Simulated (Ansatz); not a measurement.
# MnB26As27: the cost of one run

Computed with Ansatz 0.2.0 (DFT, PBE, plane-wave PAW, default files, scalar-relativistic, as far as a step names no other, unless a step's input says otherwise).

**1. The system as given**

It takes space group Cm (No. 8, monoclinic). Conventional cell: a = 17.552 Å, b = 10.134 Å, c = 10.134 Å, α = 90.00°, β = 125.26°, γ = 90.00°. Mn (site symmetry m) is surrounded by 4 As at 1.97 to 2.17 Å. B (site symmetry m) has 4 As at 2.07 Å in its first shell of neighbours. B (site symmetry 1) has 4 As at 2.07 Å in its first shell of neighbours. Only part of the 36 independent sites is listed.

Coordinates:

```
Mn B As
1.0
     0.00000    7.16550    7.16550
     7.16550    0.00000    7.16550
     7.16550    7.16550    0.00000
Mn B As
1 26 27
Direct
  0.00000 0.00000 0.01184
  0.00000 0.00000 0.33333
  0.00000 0.00000 0.66667
  0.00000 0.33333 0.00000
  0.00000 0.33333 0.33333
  0.00000 0.33333 0.66667
  0.00000 0.66667 0.00000
  0.00000 0.66667 0.33333
  0.00000 0.66667 0.66667
  0.33333 0.00000 0.00000
  0.33333 0.00000 0.33333
  0.33333 0.00000 0.66667
  0.33333 0.33333 0.00000
  0.33333 0.33333 0.33333
  0.33333 0.33333 0.66667
  0.33333 0.66667 0.00000
  0.33333 0.66667 0.33333
  0.33333 0.66667 0.66667
  0.66667 0.00000 0.00000
  0.66667 0.00000 0.33333
  0.66667 0.00000 0.66667
  0.66667 0.33333 0.00000
  0.66667 0.33333 0.33333
  0.66667 0.33333 0.66667
  0.66667 0.66667 0.00000
  0.66667 0.66667 0.33333
  0.66667 0.66667 0.66667
  0.08333 0.08333 0.08333
  0.08333 0.08333 0.41667
  0.08333 0.08333 0.75000
  0.08333 0.41667 0.08333
  0.08333 0.41667 0.41667
  0.08333 0.41667 0.75000
  0.08333 0.75000 0.08333
  0.08333 0.75000 0.41667
  0.08333 0.75000 0.75000
  0.41667 0.08333 0.08333
  0.41667 0.08333 0.41667
  0.41667 0.08333 0.75000
  0.41667 0.41667 0.08333
  0.41667 0.41667 0.41667
  0.41667 0.41667 0.75000
  0.41667 0.75000 0.08333
  0.41667 0.75000 0.41667
  0.41667 0.75000 0.75000
  0.75000 0.08333 0.08333
  0.75000 0.08333 0.41667
  0.75000 0.08333 0.75000
  0.75000 0.41667 0.08333
  0.75000 0.41667 0.41667
  0.75000 0.41667 0.75000
  0.75000 0.75000 0.08333
  0.75000 0.75000 0.41667
  0.75000 0.75000 0.75000
```

Atom 1 of the input is the impurity.

**2. Relaxing the atoms in the given cell**

Input file input.yaml:

```yaml
crystal:
  lattice:
    - [0.0, 7.1655, 7.1655]
    - [7.1655, 0.0, 7.1655]
    - [7.1655, 7.1655, 0.0]
  atoms:
    - { symbol: Mn, position: [0.0, 0.0, 0.0118418552], spin: 4.0 }
    - { symbol: B, position: [0.0, 0.0, 0.3333333333] }
    - { symbol: B, position: [0.0, 0.0, 0.6666666667] }
    - { symbol: B, position: [0.0, 0.3333333333, 0.0] }
    - { symbol: B, position: [0.0, 0.3333333333, 0.3333333333] }
    - { symbol: B, position: [0.0, 0.3333333333, 0.6666666667] }
    - { symbol: B, position: [0.0, 0.6666666667, 0.0] }
    - { symbol: B, position: [0.0, 0.6666666667, 0.3333333333] }
    - { symbol: B, position: [0.0, 0.6666666667, 0.6666666667] }
    - { symbol: B, position: [0.3333333333, 0.0, 0.0] }
    - { symbol: B, position: [0.3333333333, 0.0, 0.3333333333] }
    - { symbol: B, position: [0.3333333333, 0.0, 0.6666666667] }
    - { symbol: B, position: [0.3333333333, 0.3333333333, 0.0] }
    - { symbol: B, position: [0.3333333333, 0.3333333333, 0.3333333333] }
    - { symbol: B, position: [0.3333333333, 0.3333333333, 0.6666666667] }
    - { symbol: B, position: [0.3333333333, 0.6666666667, 0.0] }
    - { symbol: B, position: [0.3333333333, 0.6666666667, 0.3333333333] }
    - { symbol: B, position: [0.3333333333, 0.6666666667, 0.6666666667] }
    - { symbol: B, position: [0.6666666667, 0.0, 0.0] }
    - { symbol: B, position: [0.6666666667, 0.0, 0.3333333333] }
    - { symbol: B, position: [0.6666666667, 0.0, 0.6666666667] }
    - { symbol: B, position: [0.6666666667, 0.3333333333, 0.0] }
    - { symbol: B, position: [0.6666666667, 0.3333333333, 0.3333333333] }
    - { symbol: B, position: [0.6666666667, 0.3333333333, 0.6666666667] }
    - { symbol: B, position: [0.6666666667, 0.6666666667, 0.0] }
    - { symbol: B, position: [0.6666666667, 0.6666666667, 0.3333333333] }
    - { symbol: B, position: [0.6666666667, 0.6666666667, 0.6666666667] }
    - { symbol: As, position: [0.0833333333, 0.0833333333, 0.0833333333] }
    - { symbol: As, position: [0.0833333333, 0.0833333333, 0.4166666667] }
    - { symbol: As, position: [0.0833333333, 0.0833333333, 0.75] }
    - { symbol: As, position: [0.0833333333, 0.4166666667, 0.0833333333] }
    - { symbol: As, position: [0.0833333333, 0.4166666667, 0.4166666667] }
    - { symbol: As, position: [0.0833333333, 0.4166666667, 0.75] }
    - { symbol: As, position: [0.0833333333, 0.75, 0.0833333333] }
    - { symbol: As, position: [0.0833333333, 0.75, 0.4166666667] }
    - { symbol: As, position: [0.0833333333, 0.75, 0.75] }
    - { symbol: As, position: [0.4166666667, 0.0833333333, 0.0833333333] }
    - { symbol: As, position: [0.4166666667, 0.0833333333, 0.4166666667] }
    - { symbol: As, position: [0.4166666667, 0.0833333333, 0.75] }
    - { symbol: As, position: [0.4166666667, 0.4166666667, 0.0833333333] }
    - { symbol: As, position: [0.4166666667, 0.4166666667, 0.4166666667] }
    - { symbol: As, position: [0.4166666667, 0.4166666667, 0.75] }
    - { symbol: As, position: [0.4166666667, 0.75, 0.0833333333] }
    - { symbol: As, position: [0.4166666667, 0.75, 0.4166666667] }
    - { symbol: As, position: [0.4166666667, 0.75, 0.75] }
    - { symbol: As, position: [0.75, 0.0833333333, 0.0833333333] }
    - { symbol: As, position: [0.75, 0.0833333333, 0.4166666667] }
    - { symbol: As, position: [0.75, 0.0833333333, 0.75] }
    - { symbol: As, position: [0.75, 0.4166666667, 0.0833333333] }
    - { symbol: As, position: [0.75, 0.4166666667, 0.4166666667] }
    - { symbol: As, position: [0.75, 0.4166666667, 0.75] }
    - { symbol: As, position: [0.75, 0.75, 0.0833333333] }
    - { symbol: As, position: [0.75, 0.75, 0.4166666667] }
    - { symbol: As, position: [0.75, 0.75, 0.75] }
magnetization:
  spin_polarized: true
kpoints:
  mp_grid: { grid: [2, 2, 2] }
scf:
  occupations: { method: fermi_dirac, width: 0.01 }
hamiltonian:
  xc: pbe
  pseudopotentials: { kind: paw }
output:
  forces: true
  stress: true
  populations: true
  efg:
    quadrupole_moments_barn: { Mn: 0.33, B: 0.04059, As: 0.311 }
    contact_densities: true
relax:
  f_tol: 0.03
  max_steps: 40
```

On the command line:

```bash
> ansatz run input.yaml --threads 4 --pin off --max-ram 10240MiB --backend cpu --events-out ev --progress --plain --runs-dir out
```

What time and memory should one allow on 4 threads of Arm Neoverse V2, shared host?

About 6.6 min, with a peak of 5.8 GiB.
